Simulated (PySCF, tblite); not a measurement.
# C8H9FOSi: geometry, infrared bands and NMR shifts

What infrared bands and NMR shifts should C8H9FOSi (`Cc1ccc([SiH3])c(C(=O)F)c1`) show?

Computed with tblite 0.8.0 and PySCF 2.14.0, with density-fitted response routines of our own, on a single molecule in the gas phase. Atoms count from 0, in the outputs and in this text.

### Step 1. Starting geometry

20 atoms, charge 0, multiplicity 1; geometry from: force field or distance geometry start.

Bonds of the start (Å): C0–C1 1.49, C1–C2 1.40, C2–C3 1.39, C3–C4 1.40, C4–Si5 1.84, C4–C6 1.38, C6–C7 1.46, C7–O8 1.26, C7–F9 1.35, C6–C10 1.39, C10–C1 1.38, C0–H11 1.12, C0–H12 1.12, C0–H13 1.11, C2–H14 1.07, C3–H15 1.10, Si5–H16 1.49, Si5–H17 1.46, Si5–H18 1.48, C10–H19 1.11.

### Step 2. Optimising the geometry with GFN2-xTB

Job settings and geometry (Å):

```
{"job": {"kind": "relax", "xc": "GFN2-xTB", "basis": "xTB"}, "charge": 0, "multiplicity": 1}
C      3.091000     0.222800    -0.533600
C      1.628200     0.015500    -0.337700
C      1.111300    -1.224000    -0.729400
C     -0.255500    -1.423400    -0.553500
C     -1.049000    -0.439400     0.036800
Si    -2.844400    -0.811500     0.234900
C     -0.524400     0.779500     0.424800
C     -1.348800     1.819200     1.033300
O     -2.586000     1.683500     1.227900
F     -0.785800     2.987400     1.405700
C      0.841700     0.988700     0.238000
H      3.687500    -0.689300    -0.293400
H      3.298000     0.462200    -1.604900
H      3.512100     1.033000     0.102000
H      1.729400    -1.978600    -1.177900
H     -0.694300    -2.386700    -0.842400
H     -3.076600    -2.272300     0.080700
H     -3.354400    -0.502100     1.567900
H     -3.666700    -0.206100    -0.840200
H      1.281400     1.952500     0.558000
```

Run with:

```sh
> OMP_NUM_THREADS=1 python probes_run.py task.json out
```

One launch serves the whole session: the jobs run in the order shown.

**Question.** This job is followed by: GFN2-xTB harmonic vibrations, gas phase; GIAO PBE0/pcSseg-1 NMR shielding, non-relativistic, gas phase. Predict these results of the whole session: strongest single infrared mode (GFN2-xTB); zero-point energy (GFN2-xTB); 13C shifts against TMS (PBE0/pcSseg-1); 1H shifts against TMS (PBE0/pcSseg-1, means over atoms taken as alike); 29Si shifts against TMS (PBE0/pcSseg-1); 17O shifts against H2O (PBE0/pcSseg-1); 19F shifts against CFCl3 (PBE0/pcSseg-1); surface potential, 1st and 99th percentile.

The runs gave:

```
                                                              quantity                                                      value
                             strongest single infrared mode (GFN2-xTB)                                      1777 cm⁻¹, 482 km/mol
                                          zero-point energy (GFN2-xTB)                                              88.2 kcal/mol
                                13C shifts against TMS (PBE0/pcSseg-1)  170.7, 148.1, 146.5, 143.3, 141.3, 138.5, 133.3, 23.9 ppm
1H shifts against TMS (PBE0/pcSseg-1, means over atoms taken as alike)                           8.37, 8.17, 7.83, 4.69, 2.62 ppm
                               29Si shifts against TMS (PBE0/pcSseg-1)                                                  -68.5 ppm
                                17O shifts against H2O (PBE0/pcSseg-1)                                                  431.8 ppm
                              19F shifts against CFCl3 (PBE0/pcSseg-1)                                                   11.5 ppm
                                 surface potential, 1st and 99th percentile                                         -1.33 V and 1.16 V
```

Over 64 steps the energy fell by 0.500 eV; of the close pairs, C7–O8 changed most, 1.260 to 1.192 Å. The lowest mode is slightly imaginary (18i cm⁻¹), a soft motion within the noise of the Hessian, so the minimum is not strictly shown. The strongest single mode, at 1777 cm⁻¹, moves mainly C7 and O8. GFN2-xTB is a fitted tight-binding method: band positions and strengths are rough. Its intensities can rank the bands wrongly. At PBE0/pcSseg-1: The largest span, 587 ppm, is at O8, where the paramagnetic term is -502 ppm. NICS(1)zz of -27 ppm above the planar ring from C1 marks a diatropic (aromatic) ring current. At PBE0/pcSseg-1, counted by nearest atom on the grid, the HOMO lies on C1, C4 about 24 % each; C10 13 %, the LUMO on C7 19 %; C2, C4, C6 about 13 % each.
